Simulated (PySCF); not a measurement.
# SnHMe2Cl: geometry, NMR shifts and electronic excitations

Wanted: the NMR shifts and electronic excitations of SnHMe2Cl (`[H][Sn]([CH3])([CH3])[Cl]`), by calculation.

The runs use PySCF 2.14.0, with density-fitted response routines of our own; the level of theory stands in each step. All values are computed, except where a source is named. Atoms are numbered from 0 throughout.

## 1. The starting structure

11 atoms, charge 0, multiplicity 1; geometry from: GFN2-xTB.

Bonds of the start (Å): Sn0–H1 1.72, Sn0–C2 2.19, Sn0–C6 2.18, Sn0–Cl10 2.32, C2–H3 1.08, C2–H4 1.08, C2–H5 1.08, C6–H7 1.08, C6–H8 1.08, C6–H9 1.08.

## 2. Relaxing the molecule at PBE0-D3(BJ)/def2-SVP

What the job is given:

```
{"job": {"xc": "PBE0", "basis": "def2-SVP", "d3": "d3bj", "grid": 1, "maxiter": 40, "kind": "geom"}, "charge": 0, "multiplicity": 1}
Sn    -0.270940    -0.456810     0.524770
H     -0.343010    -0.579440     2.239900
C      1.780910    -0.612450    -0.212130
H      2.384450     0.198110     0.177300
H      1.765080    -0.560580    -1.295600
H      2.215450    -1.557820     0.090040
C     -1.397540     1.262420    -0.215280
H     -2.421630     1.216820     0.136120
H     -1.393200     1.236500    -1.299770
H     -0.943710     2.185210     0.124270
Cl    -1.375860    -2.331980    -0.269620
```

**Question.** This job is followed by: GIAO PBE0/pcSseg-1 Sn:def2-TZVP NMR shielding, non-relativistic, gas phase; TDDFT CAM-B3LYP/def2-SVPD, vertical, gas phase, core orbitals frozen in the response; GIAO KT2/pcSseg-1 Sn:def2-TZVP NMR shielding, non-relativistic, gas phase. Predict these results of the whole session: point group; rotational constants (main isotopes); 13C shifts against TMS (PBE0/def2-TZVP+pcSseg-1, means over atoms taken as alike); 1H shifts against TMS (PBE0/def2-TZVP+pcSseg-1, means over atoms taken as alike); 35Cl shifts against HCl (PBE0/def2-TZVP+pcSseg-1); lowest singlet (CAM-B3LYP/def2-SVPD); brightest single state of those computed; lowest triplet; vertical ionisation energy (ΔSCF); range of the shift of Cl10.

**Answer**, as computed:

| quantity | value |
| --- | --- |
| point group | Cs |
| rotational constants (main isotopes) | 3.74, 2.30, 1.71 GHz |
| 13C shifts against TMS (PBE0/def2-TZVP+pcSseg-1, means over atoms taken as alike) | -1.1 ppm |
| 1H shifts against TMS (PBE0/def2-TZVP+pcSseg-1, means over atoms taken as alike) | 5.72, 0.52 ppm |
| 35Cl shifts against HCl (PBE0/def2-TZVP+pcSseg-1) | -77 ppm |
| lowest singlet (CAM-B3LYP/def2-SVPD) | 6.55 eV (189 nm), f = 0.022 |
| brightest single state of those computed | state 3, 7.36 eV, f = 0.147 |
| lowest triplet | 6.12 eV |
| vertical ionisation energy (ΔSCF) | 10.25 eV |
| range of the shift of Cl10 | -77 to -47 ppm |

**Reading.** Over 7 steps the energy fell by 0.077 eV; of the close pairs, Sn0–Cl10 changed most, 2.317 to 2.370 Å. No frequency check was run at this level, so the end point may be a saddle. At PBE0/def2-TZVP+pcSseg-1: The largest span, 62 ppm, is at Cl10, where the paramagnetic term is -129 ppm. The first singlet state (HOMO→LUMO 0.73, HOMO→LUMO+1 0.19) lies at 6.55 eV and is weak; of the 10 states computed, the strongest absorption comes from state 3 at 7.36 eV (the last state computed is bright too, and its partners may lie past the list). The lowest triplet lies 0.43 eV below the lowest singlet (triplets in Tamm-Dancoff, singlets in full TDDFT). Spin-orbit coupling, left out, mixes singlets and triplets in elements this heavy. The orbital energy would give 9.43 eV for ionisation, ΔSCF gives 10.25 eV. Across the 2 runs the shift of Cl10 moves most, between -77 (PBE0/def2-TZVP+pcSseg-1) and -47 ppm (KT2/def2-TZVP+pcSseg-1). Spin-orbit coupling is left out, which matters for shieldings and couplings at and beside the heavy atoms.
